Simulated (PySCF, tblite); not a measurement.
**C₄H₇BF₂O₃: geometry, infrared bands and NMR shifts**

Aim: predict the infrared bands and NMR shifts of C₄H₇BF₂O₃ (`COC(=O)CCOB(F)F`).

Programs: tblite 0.8.0 and PySCF 2.14.0, with density-fitted response routines of our own. Each step states its level of theory. These are calculated values for one molecule in the gas phase, unless marked as measured. Atoms count from 0, in the outputs and in this text.

### Step 1. The starting structure

17 atoms, charge 0, multiplicity 1; geometry from: force field or distance geometry start.

Bonds of the start (Å): C0–O1 1.45, O1–C2 1.37, C2–O3 1.31, C2–C4 1.50, C4–C5 1.54, C5–O6 1.39, O6–B7 1.45, B7–F8 1.45, B7–F9 1.46, C0–H10 1.11, C0–H11 1.09, C0–H12 1.11, C4–H13 1.07, C4–H14 1.14, C5–H15 1.08, C5–H16 1.11.

### Step 2. Geometry optimisation with GFN2-xTB

What the job is given:

```
{"job": {"kind": "relax", "xc": "GFN2-xTB", "basis": "xTB"}, "charge": 0, "multiplicity": 1}
C      3.390800    -0.583300    -0.211700
O      2.212800    -0.372000     0.600300
C      1.157300     0.373200     0.154100
O      1.149700     0.927300    -1.027900
C     -0.082400     0.613500     0.971500
C     -1.331900     0.129400     0.221300
O     -2.398500     0.402100     1.075600
B     -3.634000    -0.166500     0.565700
F     -4.832400     0.619000     0.775300
F     -3.858000    -1.602500     0.427000
H      3.665800     0.404700    -0.626100
H      4.227000    -0.985200     0.355400
H      3.166700    -1.281600    -1.043500
H      0.027600     0.174500     1.946500
H     -0.256600     1.735500     1.071900
H     -1.411500     0.597200    -0.750500
H     -1.199200    -0.973300     0.134500
```

On the command line:

```console
$ OMP_NUM_THREADS=1 python probes_run.py task.json out
```

The driver reads the jobs from task.json and runs them one after another.

**Question.** This job is followed by: GFN2-xTB harmonic vibrations, gas phase; GIAO PBE0/pcSseg-1 NMR shielding, non-relativistic, gas phase. Predict these results of the whole session: strongest single infrared mode (GFN2-xTB); zero-point energy (GFN2-xTB); ¹³C shifts against TMS (PBE0/pcSseg-1); ¹H shifts against TMS (PBE0/pcSseg-1, means over atoms taken as alike); ¹⁷O shifts against H2O (PBE0/pcSseg-1); ¹¹B shifts against BF3·OEt2 (PBE0/pcSseg-1); ¹⁹F shifts against CFCl3 (PBE0/pcSseg-1, means over atoms taken as alike).

As calculated:

| quantity | value |
| --- | --- |
| strongest single infrared mode (GFN2-xTB) | 1419 cm⁻¹, 640 km/mol |
| zero-point energy (GFN2-xTB) | 74.6 kcal/mol |
| ¹³C shifts against TMS (PBE0/pcSseg-1) | 176.9, 65.0, 53.6, 38.9 ppm |
| ¹H shifts against TMS (PBE0/pcSseg-1, means over atoms taken as alike) | 4.46, 3.93, 2.70 ppm |
| ¹⁷O shifts against H2O (PBE0/pcSseg-1) | 436.7, 190.5, 91.6 ppm |
| ¹¹B shifts against BF3·OEt2 (PBE0/pcSseg-1) | 12.5 ppm |
| ¹⁹F shifts against CFCl3 (PBE0/pcSseg-1, means over atoms taken as alike) | -138.1 ppm |

Over 128 steps the energy fell by 2.136 eV; of the close pairs, O6–B7 changed most, 1.453 to 1.317 Å. All 45 modes are real, so the xTB geometry is a minimum. The strongest single mode, at 1419 cm⁻¹, moves mainly B7. Unscaled tight-binding wavenumbers are off by several per cent, some by more. Its intensities can rank the bands wrongly. C2 (ester carbonyl carbon) lies farthest downfield among carbon, at 176.9 ppm; it is a carbonyl in resonance with an O or N lone pair, the region of acids, esters and amides. The most deshielded hydrogen is H15, H16 (mean) (hydrogen on an sp3 CH2 bonded to O), at 4.46 ppm: its carbon carries O, an electronegative neighbour. At PBE0/pcSseg-1: Shielding is most anisotropic at O3 (span 724 ppm, paramagnetic term -505 ppm).
